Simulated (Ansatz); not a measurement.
**GdO (zincblende): a single-point run**

The task is a single-point run on GdO (zincblende). The structure is shown as the input types it.

Program: Ansatz 0.2.0. Level of theory: DFT PBE+U, scalar-relativistic, plane waves, PAW. These are calculated values, not measurements.

2 further runs of the same task are left out: 1 that didn't finish, 1 set aside as unsound or not needed.

### 1 Starting point

The structure is cubic, space group F-43m (No. 216). The conventional cell has a = 2.856 Å, b = 2.856 Å, c = 2.856 Å, α = 90.00°, β = 90.00°, γ = 90.00°. Gd (site symmetry -43m) is surrounded by 4 O at 1.24 Å. O (site symmetry -43m) is surrounded by 4 Gd at 1.24 Å.

As a file:

```xyz
2
Lattice="0.0000 1.4279 1.4279 1.4279 0.0000 1.4279 1.4279 1.4279 0.0000" Properties=species:S:1:pos:R:3 pbc="T T T"
Gd    0.0000    0.0000    0.0000
O     0.7140    0.7140    0.7140
```

### 2 The calculation

Contents of input.yaml:

```yaml
crystal:
  lattice:
    - [0.0, 1.42794756, 1.42794756]
    - [1.42794756, 0.0, 1.42794756]
    - [1.42794756, 1.42794756, 0.0]
  atoms:
    - { symbol: Gd, position: [0.0, 0.0, 0.0], spin: 7.0 }
    - { symbol: O, position: [0.25, 0.25, 0.25] }
basis:
  ecutwfc: 420
  ecutrho_ratio: 4
kpoints:
  mp_grid: { grid: [10, 10, 10] }
hamiltonian:
  xc: pbe
  hubbard: { sites: [{ species: Gd, l: f, u_eff: 6.0 }] }
scf:
  occupations: { method: gaussian, width: 0.05 }
  max_iter: 80
output:
  forces: true
  stress: true
magnetization:
  spin_polarized: true
```

Started as:

```bash
> ansatz run input.yaml --threads 2 --pin off --max-ram 3072MiB --backend cpu --events-out ev --progress --plain --runs-dir out
```

Q: Will this input give a usable result? If not, why, and what should change?

The program finished normally, with warnings (filled band counts differ across k points, seeded moment not kept). It gives a pressure of 6570 GPa, which is large; a structure far from rest gives such values too, whatever the setting.

The structure is shrunk by the factor 0.529 between bohr and ångström. The shortest distance in the input is 1.24 Å, between atoms 1 (Gd) and 2 (O).

Fix: remove the wrong conversion.
